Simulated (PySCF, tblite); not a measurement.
# C2H6BrOSi radical: geometry, infrared bands and EPR parameters

What infrared bands and EPR parameters should C2H6BrOSi radical (`[SiH3]O[CH]CBr`) show?

Programs: tblite 0.8.0 and PySCF 2.14.0, with density-fitted response routines of our own. Each step states its level of theory. These are calculated values for one molecule in the gas phase, unless marked as measured. Atoms are numbered from 0 throughout.

## Step 1: The molecule as given

11 atoms, charge 0, multiplicity 2; geometry from: force field or distance geometry start.

Bonds of the start (Å): Si0–O1 1.74, O1–C2 1.36, C2–C3 1.50, C3–Br4 1.93, Si0–H5 1.48, Si0–H6 1.47, Si0–H7 1.49, C2–H8 1.09, C3–H9 1.11, C3–H10 1.12.

## Step 2: Geometry optimisation with GFN2-xTB

Job settings and geometry (Å):

```
{"job": {"kind": "relax", "xc": "GFN2-xTB", "basis": "xTB"}, "charge": 0, "multiplicity": 2}
Si     1.718000    -0.286800    -0.045300
O      0.468600    -0.004200     1.125100
C     -0.678500    -0.476900     0.575500
C     -1.545400     0.564900    -0.074600
Br    -0.978700     0.680400    -1.916100
H      1.258900    -1.192000    -1.118200
H      2.908700    -0.883000     0.565500
H      2.089200     1.040100    -0.601600
H     -1.188300    -1.280900     1.110200
H     -1.432800     1.588400     0.338100
H     -2.614300     0.252700     0.015400
```

On the command line:

```sh
> OMP_NUM_THREADS=1 python probes_run.py task.json out
```

One launch serves the whole session: the jobs run in the order shown.

What it wrote:

```text
step      E/eV     max force
  0    -467.47980    2.155
  1    -467.66471    1.777
  2    -467.98648    1.891
  3    -468.09139    0.908
  4    -468.20318    0.728
  5    -468.23555    0.593
  6    -468.26743    0.544
  7    -468.28535    0.491
  8    -468.30776    0.379
  9    -468.33584    0.504
 10    -468.36106    0.501
 11    -468.37946    0.416
 12    -468.39188    0.377
 13    -468.40203    0.351
 14    -468.41736    0.363
 15    -468.43099    0.286
 16    -468.44100    0.271
 17    -468.44780    0.216
 18    -468.45191    0.199
 19    -468.45600    0.198
 20    -468.46208    0.252
 21    -468.46910    0.266
 22    -468.47452    0.203
 23    -468.47835    0.156
 24    -468.48168    0.165
 25    -468.48610    0.252
 26    -468.49409    0.322
 27    -468.50422    0.344
 28    -468.51378    0.240
 29    -468.52142    0.182
 30    -468.52678    0.183
 31    -468.53178    0.164
 32    -468.53583    0.167
 33    -468.54022    0.182
 34    -468.54464    0.199
 35    -468.55007    0.197
 36    -468.55350    0.188
 37    -468.56000    0.147
 38    -468.56390    0.113
 39    -468.56650    0.111
 40    -468.56837    0.145
 41    -468.57114    0.162
 42    -468.57595    0.159
 43    -468.58052    0.146
 44    -468.57803    0.148
 45    -468.58378    0.112
 46    -468.58533    0.109
 47    -468.58984    0.122
 48    -468.59151    0.118
 49    -468.59510    0.100
 50    -468.59627    0.090
 51    -468.59749    0.092
 52    -468.59919    0.131
 53    -468.60140    0.138
 54    -468.60292    0.099
 55    -468.60362    0.050
 56    -468.60390    0.036
 57    -468.60411    0.038
 58    -468.60434    0.040
 59    -468.60453    0.037
 60    -468.60465    0.026
 61    -468.60473    0.024
 62    -468.60479    0.022
 63    -468.60486    0.033
 64    -468.60499    0.054
 65    -468.60519    0.064
 66    -468.60540    0.047
 67    -468.60554    0.026
 68    -468.60561    0.021
 69    -468.60568    0.036
 70    -468.60581    0.053
 71    -468.60599    0.054
 72    -468.60615    0.037
 73    -468.60623    0.020
 74    -468.60628    0.022
 75    -468.60636    0.035
 76    -468.60654    0.059
 77    -468.60696    0.105
 78    -468.60789    0.163
 79    -468.60927    0.203
 80    -468.61107    0.172
 81    -468.61253    0.083
 82    -468.61212    0.100
 83    -468.61317    0.046
 84    -468.61336    0.046
 85    -468.61379    0.045
 86    -468.61433    0.054
 87    -468.61485    0.056
 88    -468.61549    0.064
 89    -468.61555    0.056
 90    -468.61599    0.048
 91    -468.61616    0.048
 92    -468.61673    0.053
 93    -468.61708    0.043
 94    -468.61784    0.051
 95    -468.61829    0.047
 96    -468.61850    0.047
 97    -468.61869    0.054
 98    -468.61931    0.071
 99    -468.62044    0.123
100    -468.62208    0.154
101    -468.62413    0.123
102    -468.61648    0.383
103    -468.62682    0.071
104    -468.62785    0.042
105    -468.62500    0.287
106    -468.62939    0.052
107    -468.63013    0.046
108    -468.62893    0.229
109    -468.63106    0.038
110    -468.63139    0.037
111    -468.63173    0.065
112    -468.63191    0.043
113    -468.63198    0.017
114    -468.63202    0.009
```

Run time: 0.5 s. Hardware: 1 thread of Arm Neoverse V2, shared host.

Along the way: (not every step is listed)

| step | energy from step 0 (eV) | largest force (eV/Å) |
| --- | --- | --- |
| 0 | 0.0000 | 2.1548 |
| 1 | -0.1849 | 1.7768 |
| 2 | -0.5067 | 1.8915 |
| 3 | -0.6116 | 0.9083 |
| 4 | -0.7234 | 0.7278 |
| 5 | -0.7557 | 0.5929 |
| 6 | -0.7876 | 0.5440 |
| 7 | -0.8055 | 0.4907 |
| 8 | -0.8280 | 0.3792 |
| 18 | -0.9721 | 0.1987 |
| 28 | -1.0340 | 0.2402 |
| 38 | -1.0841 | 0.1133 |
| 48 | -1.1117 | 0.1179 |
| 58 | -1.1245 | 0.0397 |
| 68 | -1.1258 | 0.0215 |
| 78 | -1.1281 | 0.1633 |
| 88 | -1.1357 | 0.0635 |
| 98 | -1.1395 | 0.0713 |
| 108 | -1.1491 | 0.2294 |
| 109 | -1.1513 | 0.0377 |
| 110 | -1.1516 | 0.0370 |
| 111 | -1.1519 | 0.0648 |
| 112 | -1.1521 | 0.0429 |
| 113 | -1.1522 | 0.0168 |
| 114 | -1.1522 | 0.0091 |

Distances of close pairs at the start and the end, largest changes first:

```csv
bond,before (Å),after (Å),change (Å)
C3–Br4,1.930,2.617,+0.687
C2–C3,1.503,1.352,-0.151
Si0–O1,1.735,1.651,-0.084
O1–C2,1.357,1.313,-0.044
C3–H10,1.117,1.074,-0.043
C3–H9,1.109,1.077,-0.033
Si0–H7,1.486,1.464,-0.022
Si0–H5,1.477,1.457,-0.020
```

The next job starts from the end point, and lists it.

## Step 3: Infrared spectrum with GFN2-xTB

Job settings and geometry (Å):

```
{"job": {"kind": "ir", "xc": "GFN2-xTB", "basis": "xTB"}, "charge": 0, "multiplicity": 2}
Si     1.785624    -0.147458     0.031705
O      0.425224    -0.765445     0.734830
C     -0.848017    -0.447280     0.699452
C     -1.375415     0.642763     0.097123
Br    -1.707382    -0.312288    -2.316789
H      1.652449    -0.203549    -1.418134
H      2.743844    -1.080072     0.600245
H      1.975461     1.231856     0.484841
H     -1.486284    -1.188843     1.170960
H     -0.736306     1.413978    -0.297826
H     -2.423775     0.859007     0.187629
```

What it wrote:

```text
mode    cm-1     km/mol
  1      49.8      1.57
  2      77.9      0.72
  3     119.2      1.69
  4     158.4      7.45
  5     170.8      1.44
  6     267.4      3.87
  7     504.5      2.43
  8     592.6     76.00
  9     629.0     82.20
 10     690.4     91.98
 11     728.3      9.12
 12     744.2    164.91
 13     785.6    168.59
 14     804.1    338.05
 15     868.8      2.39
 16     947.3     39.98
 17     989.8     31.78
 18    1219.9    176.49
 19    1291.0     29.72
 20    1368.8     83.44
 21    1564.9    304.02
 22    2252.2    257.08
 23    2320.2    147.81
 24    2361.4    229.28
 25    3016.7     11.59
 26    3111.4     12.94
 27    3160.7      2.54
```

Wall time 0.22 s (1 thread of Arm Neoverse V2, shared host).

Which atoms move in the most intense modes:

| cm⁻¹ | km/mol | atoms |
| --- | --- | --- |
| 744 | 164.9 | H6 56 %, H5 25 %, H7 11 % |
| 786 | 168.6 | H7 53 %, H5 40 % |
| 804 | 338.1 | H6 35 %, H7 31 %, H5 26 % |
| 1220 | 176.5 | C2 35 %, O1 31 %, H9 18 %, C3 12 % |
| 1565 | 304.0 | C2 52 %, C3 34 % |
| 2252 | 257.1 | H7 95 % |
| 2320 | 147.8 | H5 95 % |
| 2361 | 229.3 | H6 97 % |

The optimised geometry no longer has the bonds of the starting formula, so what follows describes that rearranged structure.

## Step 4: EPR parameters: B3LYP/def2-TZVP-core+pcH-1

Same as in step 3 but for these lines:

```diff
@@ -1,2 +1,2 @@
-{"job": {"kind": "ir", "xc": "GFN2-xTB", "basis": "xTB"}, "charge": 0, "multiplicity": 2}
+{"job": {"kind": "epr", "basis": "pcH-1"}, "charge": 0, "multiplicity": 2}
 Si     1.785624    -0.147458     0.031705
```

Level: UKS B3LYP, def2-TZVP-core on Br, pcH-1 on C H O Si, non-relativistic, mean-field spin-orbit, GIAO.

What it wrote:

```text
UKS, coarse grid
  cycle   1  E = -3018.63530536  |g| = 1.61e+00
  cycle   2  E = -3018.53737254  |g| = 8.43e-01
  cycle   3  E = -3018.58744974  |g| = 6.85e-01
  cycle   4  E = -3018.73887833  |g| = 9.29e-02
  cycle   5  E = -3018.74019867  |g| = 4.22e-02
  cycle   6  E = -3018.74103270  |g| = 1.19e-02
  cycle   7  E = -3018.74109650  |g| = 2.73e-03
  cycle   8  E = -3018.74110127  |g| = 1.79e-03
  cycle   9  E = -3018.74110519  |g| = 8.92e-04
UKS, final grid
  cycle   1  E = -3018.74113147  |g| = 1.44e-03
  cycle   2  E = -3018.74112852  |g| = 2.84e-03
  cycle   3  E = -3018.74113268  |g| = 1.42e-04
  cycle   4  E = -3018.74113269  |g| = 8.64e-05
  cycle   5  E = -3018.74113270  |g| = 5.68e-05
  cycle   6  E = -3018.74113270  |g| = 1.21e-05
E = -3018.74113270 Eh   <S^2> = 0.7554 (exact 0.7500)
g shifts (ppm)      1          2          3
  rmc          -279       -279       -279
  gc            -34         98         93
  oz_so          25     218258     237628
  total        -288     218078     237443
hyperfine (MHz)  atom isotope    a_iso     a_fc   dipolar eigenvalues
    0  29Si       3.15       3.18     -0.56      0.07      0.49
    1   17O      -8.57      -8.47    -27.88     13.83     14.05
    2   13C      18.18      17.96    -26.12    -24.71     50.83
    3   13C      39.31      41.34    -11.32     -8.91     20.23
    4  79Br     391.67      93.88   -480.99   -479.79    960.77
    5    1H       9.63       9.65     -1.97     -0.34      2.31
    6    1H      -1.03      -1.02     -1.26     -0.93      2.19
    7    1H       5.67       5.71     -1.17     -0.97      2.14
    8    1H     -19.15     -19.14    -11.93     -2.00     13.93
    9    1H       2.45       2.83     -7.46     -2.16      9.62
   10    1H      -1.14      -0.71     -7.72     -1.85      9.56
```

Run time: 1.8 min. Hardware: 1 thread of Arm Neoverse V2, shared host; peak memory 1 GiB.

Principal g values 2.00203, 2.22040, 2.23976; g(iso) = 2.15406, against 2.00232 for a free electron.

Hyperfine couplings, nucleus by nucleus at this fixed geometry (no averaging over rotations):

```
nuclei  isotope  a(iso) (MHz)  a(iso) (G, at g = 2.0023)  largest dipolar term (MHz)
   Br4     79Br         391.7                      139.8                       960.8
    C3      13C          39.3                       14.0                        20.2
    H8       1H         -19.1                       -6.8                        13.9
    C2      13C          18.2                        6.5                        50.8
    H5       1H           9.6                        3.4                         2.3
    O1      17O          -8.6                       -3.1                       -27.9
    H7       1H           5.7                        2.0                         2.1
   Si0     29Si           3.1                        1.1                        -0.6
    H9       1H           2.5                        0.9                         9.6
   H10       1H          -1.1                       -0.4                         9.6
    H6       1H          -1.0                       -0.4                         2.2
```

Mulliken spin populations:

```csv
atom,value (e)
Si0,0.00
O1,0.07
C2,0.27
C3,0.06
Br4,0.61
H5,0.00
H6,0.00
H7,0.00
H8,-0.01
H9,0.00
H10,0.00
```

Orbitals, density, ELF and potential are computed afterwards from the orbital file.

ELF in a plane through or near 4 of the atoms.

Ten even steps from '0' (0.00) to '9' (1.00):
```
0000000000000000000000000000
0000000000000000011100000000
0000000000000001244321000000
0000000012200014567654200000
0000000389960016788877410000
0000001599995016788887520000
0000001599998004677777520000
0000001499998001245655210000
0000123334663001123211000000
0002789714123103554100000000
0027999951188646874221000000
0028999992573661251010000000
0016999961685662473000000000
0002899910588638998100000000
0000156300366218999300000000
0000000000022005998200000000
0000000000000000231000000000
0000000000000000000000000000
0000000000000000000000000000
0000000000000000000000000000
```
The map spans 11.0 Å across and 8.7 Å up, centred on the molecule. Atoms in the plane (x, y in Å): O1 (-0.6, -0.9), C2 (0.7, -0.9), H5 (-1.5, 1.4), H6 (-2.9, -0.6).

On the surface of density 0.002 e/bohr³ the electrostatic potential runs, from the 1st to the 99th percentile, from -1.13 V near Br4 to 1.83 V near H5.

The spin density lies nearest to Br4 57 %; C2 20 %; C3 9 %; O1 7 %.

## Step 5: Summary of results

```
                                 quantity                   value
strongest single infrared mode (GFN2-xTB)    804 cm⁻¹, 338 km/mol
             zero-point energy (GFN2-xTB)           44.0 kcal/mol
                           g(iso) (B3LYP)                 2.15406
                                     ⟨S²⟩      0.755 (exact 0.75)
                           largest a(iso)  79Br on Br4, 391.7 MHz
    surface potential, 1st and 99th percentile      -1.13 V and 1.83 V
```

Over 114 steps the energy fell by 1.152 eV; of the close pairs, C3–Br4 changed most, 1.930 to 2.617 Å. No mode is imaginary among the 27: a minimum at this level. The strongest single mode, at 804 cm⁻¹, is spread over several atoms, H6, H7, H5 among them. Unscaled tight-binding wavenumbers are off by several per cent, some by more. Its intensities can rank the bands wrongly. The structure rearranged or came apart on optimisation; the results belong to the end geometry, not to the formula as drawn. Br4 carries the largest spin population, 0.61 e. The isotropic g lies 151.7 ppt above the free-electron value. The hyperfine terms hold no scalar relativity, which the heavier nuclei need.
